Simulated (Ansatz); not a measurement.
# C2H7NSi (SMILES NC1C[SiH2]1): B2PLYP/def2-SVP

What is the energy change on altering one bond length of C2H7NSi at B2PLYP/def2-SVP? 

The results are computed with Ansatz 0.2.0.

61 further runs of the same task are left out: 61 set aside as unsound or not needed.

### Step 1. The system as given

The species is C2H7NSi (11 atoms), meant as a singlet with charge 0. SMILES: `NC1C[SiH2]1`. The coordinates come from a PBE0-D4/def2-TZVP relaxation. This is one conformer, not always the lowest.

Bond lengths: N1–C2 1.437 Å, C2–C3 1.539 Å, C2–Si4 1.862 Å, C3–Si4 1.848 Å, N1–H5 1.011 Å, N1–H6 1.014 Å, C2–H7 1.094 Å, C3–H8 1.085 Å, C3–H9 1.086 Å, Si4–H10 1.479 Å, Si4–H11 1.476 Å. Some angles: N1–C2–C3 114.5°, N1–C2–Si4 118.4°, C3–C2–Si4 65.0°, C2–C3–Si4 65.9°, C2–Si4–C3 49.0°, N1–C2–H7 118.0°, C3–C2–H7 113.0°, Si4–C2–H7 116.4°, C2–N1–H5 111.6°, C2–N1–H6 111.3°.

### Step 2. The energy at B2PLYP/def2-SVP

job.yaml

```yaml
crystal:
  periodic: [false, false, false]
  atoms:
    - {symbol: "N", position_ang: [-1.337200, 0.826100, -0.314200]}
    - {symbol: C, position_ang: [0.048100, 0.587400, -0.015100]}
    - {symbol: C, position_ang: [0.296100, -0.519700, 1.025200]}
    - {symbol: Si, position_ang: [0.845000, -0.955900, -0.685100]}
    - {symbol: H, position_ang: [-1.450400, 1.288300, -1.206000]}
    - {symbol: H, position_ang: [-1.774000, 1.401500, 0.397500]}
    - {symbol: H, position_ang: [0.701400, 1.454200, 0.118600]}
    - {symbol: H, position_ang: [1.025100, -0.311700, 1.801300]}
    - {symbol: H, position_ang: [-0.607900, -0.997000, 1.390600]}
    - {symbol: H, position_ang: [2.288700, -0.939900, -1.005500]}
    - {symbol: H, position_ang: [0.030300, -1.890100, -1.486800]}
basis:
  gaussian:
    orbitals: def2-SVP
correlation:
  frozen_orbitals: {C: 1, H: 0, "N": 1, Si: 5}
accuracy: high
output: {orbitals: {seedname: orbitals}}
hamiltonian:
  xc: {name: B2PLYP}
```

On the command line:

```
$ ansatz run job.yaml --threads 1 --pin off --max-ram 3480MiB --events-out events.jsonl --progress --plain --runs-dir runs
```

The log of the run:

```text
Warning: RAYON_NUM_THREADS=1 ignored (pool sized by the plan → 1); use --threads N
Functional definition: B2PLYP
  name "B2PLYP"
  parameter a = 0.53
  parameter c = 0.27
  exchange = (1 - a)*b88_x + a*exact_x
  correlation = (1 - c)*lyp_c + c*(mp2_os + mp2_ss)
2284 factors; integrals over basis functions are off by at most 3.9e-9 eV
mean field evaluation 1: about -11530.5724 eV, gradient 4.7e1 eV
mean field evaluation 2: about -11531.0965 eV, gradient 4.7e1 eV
mean field evaluation 4: about -11536.3391 eV, gradient 3.0e0 eV
mean field evaluation 8: about -11536.3759 eV, gradient 2.7e-1 eV
mean field evaluation 16: about -11536.3762 eV, gradient 6.8e-5 eV
mean field -11536.37616379 eV, -423.9540043827 hartree, gradient 5.2e-8 eV, S^2 0.000000; 0 other end points of the search recorded, 0 dependent functions left out
8 core orbitals not correlated: weight in the atoms' cores, before any rotation towards them, 1.000 or more for the frozen orbitals, at most 0.000 for the correlated occupied ones
reference -11536.37619057 eV, -423.9540053668 hartree; 12, 12 occupied and 75, 75 virtual orbitals, 2284 factors
second order -18.36714169 eV of doubles, -0.00000000 eV of singles
Total energy: -11541.33531883 eV, -424.1362499688 hartree
```

It took 13 s on 1 thread of Arm Neoverse V2, shared host; peak memory 0.33 GiB.

### Step 3. The distorted shape, same level

job.yaml

```yaml
crystal:
  periodic: [false, false, false]
  atoms:
    - {symbol: N, position_ang: [-1.533181, 0.566071, -0.354308]}
    - {symbol: C, position_ang: [-0.147881, 0.327371, -0.055208]}
    - {symbol: C, position_ang: [0.100119, -0.779729, 0.985092]}
    - {symbol: Si, position_ang: [0.649019, -1.215929, -0.725208]}
    - {symbol: H, position_ang: [-1.646381, 1.028271, -1.246108]}
    - {symbol: H, position_ang: [-1.969981, 1.141471, 0.357392]}
    - {symbol: H, position_ang: [0.701400, 1.454200, 0.118600]}
    - {symbol: H, position_ang: [0.829119, -0.571729, 1.761192]}
    - {symbol: H, position_ang: [-0.803881, -1.257029, 1.350492]}
    - {symbol: H, position_ang: [2.092719, -1.199929, -1.045608]}
    - {symbol: H, position_ang: [-0.165681, -2.150129, -1.526908]}
basis:
  gaussian:
    orbitals: def2-SVP
correlation:
  frozen_orbitals: {C: 1, H: 0, "N": 1, Si: 5}
output: {orbitals: {seedname: orbitals}}
hamiltonian:
  xc: {name: B2PLYP}
accuracy: high
magnetization:
  spin_polarized: false
  initial_magnetization: 0
```

On the command line:

```
$ ansatz run job.yaml --threads 1 --pin off --max-ram 3480MiB --events-out events.jsonl --progress --plain --runs-dir runs
```

The log of the run, shortened:

```text
Warning: RAYON_NUM_THREADS=1 ignored (pool sized by the plan → 1); use --threads N
Functional definition: B2PLYP
  name "B2PLYP"
[...]
2281 factors; integrals over basis functions are off by at most 3.9e-9 eV
[...]
mean field -11535.41155372 eV, -423.9185556166 hartree, gradient 3.6e-8 eV, S^2 0.000000; 0 other end points of the search recorded, 0 dependent functions left out
8 core orbitals not correlated: weight in the atoms' cores, before any rotation towards them, 1.000 or more for the frozen orbitals, at most 0.000 for the correlated occupied ones
reference -11535.41158075 eV, -423.9185566099 hartree; 12, 12 occupied and 75, 75 virtual orbitals, 2281 factors
second order -18.63371437 eV of doubles, -0.00000000 eV of singles
Total energy: -11540.44268363 eV, -424.1034462305 hartree
```

Run time: 12 s. Hardware: 1 thread of Arm Neoverse V2, shared host; peak memory 0.34 GiB.

### Step 4. What came out

At B2PLYP/def2-SVP, 8 core orbitals frozen:

```
                                                         quantity          value
                                        first shape: total energy  -424.13625 Eh
                   first shape: HOMO energy (SCF part's orbitals)       -7.27 eV
                   first shape: LUMO energy (SCF part's orbitals)        2.07 eV
                 first shape: HOMO–LUMO gap (SCF part's orbitals)        9.34 eV
                                    distorted shape: total energy  -424.10345 Eh
               distorted shape: HOMO energy (SCF part's orbitals)       -7.24 eV
               distorted shape: LUMO energy (SCF part's orbitals)        1.81 eV
             distorted shape: HOMO–LUMO gap (SCF part's orbitals)        9.05 eV
energy change with the C2–H7 bond stretched from 1.094 to 1.422 Å       0.893 eV
```

With the C2–H7 bond stretched from 1.094 to 1.422 Å the energy rises by 0.89 eV (86.1 kJ/mol). The first shape isn't relaxed at this level, so the change isn't measured from a minimum.
